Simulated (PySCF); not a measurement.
# H4O5Os (Os(O)3(H2O)22+): the cost of one run

Computed with PySCF 2.14.0. Level: several levels, as the steps say, no spin–orbit coupling.

4 further runs of the same task are left out: 2 for a known fault of the program, 1 that didn't finish, 1 set aside as unsound or not needed.

## (1) The starting structure

10 atoms, charge 2, spin multiplicity 1.

Bond lengths: Os1–O2 1.690 Å, Os1–O3 1.695 Å, Os1–O4 1.690 Å, Os1–O8 2.097 Å, O5–H6 0.991 Å, O5–H7 0.991 Å, O8–H9 0.993 Å, O8–H10 0.996 Å. Angles: O2–Os1–O3 105.0°, O2–Os1–O4 107.1°, O2–Os1–O8 124.3°, O3–Os1–O4 104.9°, O3–Os1–O8 84.8°, O4–Os1–O8 123.4°, H6–O5–H7 106.6°, Os1–O8–H9 123.9°, Os1–O8–H10 124.9°, H9–O8–H10 111.3°.

As a file:

```xyz
10
H4O5Os
Os    0.1362    0.0254    0.0865
O    -0.1344    0.5000    1.6860
O     1.7939   -0.3205    0.0073
O    -0.0673    1.3974   -0.8788
O    -2.0565   -0.3437   -0.1031
H    -2.6278   -0.4053    0.7047
H    -2.5864    0.1363   -0.7898
O    -0.1110   -1.9318   -0.6235
H    -0.9947   -2.3498   -0.7967
H     0.6333   -2.5599   -0.8317
```

Formal oxidation states: Os +8. An earlier session relaxed this geometry at TPSS, Os def2-SVP with ECP60, O def2-SVP, H def2-SVP (singlet, point group Cs).

At TPSS on the finer grid: E = -468.203471 Eh, HOMO -19.98 eV, LUMO -16.92 eV, Mulliken charge on Os1 +1.42 e, largest force component 0.034 eV/Å. 

Levels to run: BP86; B3LYP; M06-L; PBE; TPSS, x2c-SVP. Hardware: 2 threads of Arm Neoverse V2, shared host.

## (2) BP86

Input file run.py (the lines that set the calculation):

```python
mol = gto.M(atom='''
Os     0.13623     0.02538     0.08647
O     -0.13439     0.50001     1.68599
O      1.79389    -0.32045     0.00729
O     -0.06729     1.39741    -0.87875
O     -2.05648    -0.34370    -0.10312
H     -2.62781    -0.40526     0.70468
H     -2.58641     0.13625    -0.78980
O     -0.11096    -1.93181    -0.62347
H     -0.99469    -2.34985    -0.79673
H      0.63331    -2.55992    -0.83168''',
    basis={'Os': 'def2-SVP', 'O': 'def2-SVP', 'H': 'def2-SVP'},
    ecp={'Os': 'def2-SVP'},
    charge=2, spin=0)
mf = dft.RKS(mol, xc='B88,P86')
mf.grids.atom_grid = (75, 302)
mf = mf.density_fit()  # fitting sets: Os def2-universal-JKFIT, O def2-universal-JKFIT, H def2-universal-JKFIT
mf.conv_tol = 1e-08; mf.max_cycle = 55
mf.kernel(dm0)  # dm0: the density of the relaxed state
```

Command:

```sh
$ OMP_NUM_THREADS=2 python run.py
```

**Question.** How long does this run take on 2 threads of Arm Neoverse V2, shared host?

About 7.4 s.
